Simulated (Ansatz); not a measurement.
The system is BeSb.

```
CELL_PARAMETERS angstrom
3.87910 0.00000 0.00000
-1.93955 3.35940 0.00000
0.00000 0.00000 3.03755
ATOMIC_POSITIONS crystal
Be 0.00000 0.00000 0.00000
Sb 0.33333 0.66667 0.50000
```

The cell was built by a generator and needn't be a form met in nature.

```yaml
Program: Ansatz 0.2.0
Task: relaxation of cell and atoms
Functional: PBE
Potentials_or_basis: Ansatz PAW
Cutoff: "420 eV (not typed: the program's choice for these potentials)"
k_mesh: 6 × 6 × 7
Occupations: fermi-dirac, width 0.05 eV
Spin: spin-orbit coupling, no magnetisation
```

At the start: volume 19.79 Å³/atom.

Task: Where does the relaxation end?

Result: It ends after 4 steps and the volume is 19.94 Å³/atom (+0.7 %); space group P-6m2 (No. 187, to 0.05 Å).

The path:
| step | energy change (eV) | largest force (eV/Å) | volume (Å³) |
| --- | --- | --- | --- |
| 1 | 0.0000 | 0.0000 | 39.58 |
| 2 | -0.0064 | 0.0000 | 39.89 |
| 3 | -0.0066 | 0.0000 | 39.88 |
| 4 | -0.0067 | 0.0000 | 39.88 |

Final structure:
```yaml
crystal:
  lattice:
    - [3.91599, 0.00000, 0.00000]
    - [-1.95800, 3.39135, 0.00000]
    - [0.00000, 0.00000, 3.00294]
  atoms:
    - { symbol: Be, position: [0.00000, 0.00000, 0.00000] }
    - { symbol: Sb, position: [0.33333, 0.66667, 0.50000] }
```

Caveat: the plane-wave basis is chosen anew once the cell has moved, so the energies of steps on either side of that aren't comparable.
